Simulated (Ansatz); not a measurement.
# Nb3Te2Mo: the cost of one run

Program: Ansatz 0.2.0. Level of theory: DFT PBE, scalar-relativistic, plane waves, PAW, unless a step names another level. These are calculated values, not measurements.

11 further runs of the same task are left out: 2 that didn't finish, 9 set aside as unsound or not needed.

### Step 1. What the formula suggests

Pauling electronegativities: Nb 1.60, Te 2.10, Mo 2.16 (spread 0.56). No set of common oxidation states balances it. Tabulated atomic sizes suggest about 22 Å³/atom. 19 candidates were drawn, by swapping species into database cells of other compounds, at random by space group and Wyckoff sites, or by hand, as the table says:

| name | made from | space group no. | Wyckoff sites | atoms (primitive cell) | V (Å³/atom) |
| --- | --- | --- | --- | --- | --- |
| c01 | built by hand: La2Sb-type, ordered | 71 | Nb 4i, 2d; Te 4i; Mo 2b | 6 | 21.5 |
| c02 | random | 139 | Nb 4d, 2b; Te 4e; Mo 2a | 6 | 28.0 |
| c03 | built by hand: Ni2In-type, ordered | 164 | Nb 1b, 2d; Te 2d; Mo 1a | 6 | 21.5 |
| c04 | random | 123 | Nb 1d, 2h; Te 2f; Mo 1c | 6 | 27.8 |
| c05 | random | 191 | Nb 3g; Te 2e; Mo 1b | 6 | 22.5 |
| c06 | built by hand: Ta2Se-type, in-plane ordered | 51 | Nb 2f, 2e, 2f; Te 2e, 2f; Mo 2e | 12 | 21.5 |
| c07 | random | 123 | Nb 1b, 1c, 1d; Te 2e; Mo 1a | 6 | 25.3 |
| c08 | database cell of Li3SmSb2 | 164 | Nb 2d, 1b; Te 2d; Mo 1a | 6 | 24.5 |
| c09 | database cell of Ce2CuSi3 | 187 | Nb 1e, 1b, 1a; Te 2h; Mo 1f | 6 | 22.0 |
| c10 | database cell of Hf2SiAs3 | 115 | Nb 2g, 1a; Te 2g; Mo 1b | 6 | 19.4 |
| c11 | random | 123 | Nb 2e, 1c; Te 2g; Mo 1b | 6 | 27.6 |
| c12 | built by hand: Ta2Se-type, layer-ordered | 99 | Nb 1a, 1b, 1a; Te 1a, 1b; Mo 1b | 6 | 21.5 |
| c13 | random | 123 | Nb 2e, 1a; Te 2g; Mo 1d | 6 | 25.8 |
| c14 | database cell of Li2CeO3 | 65 | Nb 4j, 2b; Te 4j; Mo 2a | 6 | 21.1 |
| c15 | random | 123 | Nb 2g, 1b; Te 2f; Mo 1c | 6 | 27.6 |
| c16 | database cell of LaB2Ru3 | 191 | Nb 3g; Te 2c; Mo 1a | 6 | 21.4 |
| c17 | database cell of Ti2CuSb3 | 115 | Nb 2g, 1b; Te 2g; Mo 1a | 6 | 22.9 |
| c18 | random | 191 | Nb 2d, 1b; Te 2e; Mo 1a | 6 | 25.9 |
| c19 | built by hand: Cu2Sb-type, ordered | 115 | Nb 2g, 1b; Te 2g; Mo 1a | 6 | 21.5 |

### Step 2. Screening run of c03

File input.yaml:

```yaml
crystal:
  lattice:
    - [4.97, 0.0, 0.0]
    - [-2.485, 4.30414626, 0.0]
    - [0.0, 0.0, 6.04]
  atoms:
    - { symbol: Nb, position: [0.0, 0.0, 0.5] }
    - { symbol: Nb, position: [0.33333333, 0.66666667, 0.75] }
    - { symbol: Nb, position: [0.66666667, 0.33333333, 0.25] }
    - { symbol: Te, position: [0.66666667, 0.33333333, 0.75] }
    - { symbol: Te, position: [0.33333333, 0.66666667, 0.25] }
    - { symbol: Mo, position: [0.0, 0.0, 0.0] }
basis:
  ecutwfc: 420
kpoints:
  mp_grid: { grid: [4, 4, 3] }
hamiltonian:
  xc: pbe
scf:
  occupations: { method: gaussian, width: 0.2 }
  lower_state_search: "off"
output:
  forces: true
  stress: true
  eigenvalues: true
relax:
  adjacent_minimum: "off"
  f_tol: 0.08
  max_steps: 16
  cell: { stress_tol: 0.8 }
```

Started as:

```
$ ansatz run input.yaml --threads 1 --pin off --max-ram 2560MiB --backend cpu --events-out ev --progress --plain --runs-dir out
```

What time and memory should one allow on 1 thread of Arm Neoverse V2, shared host?

About 31 s, with a peak of 0.42 GiB.
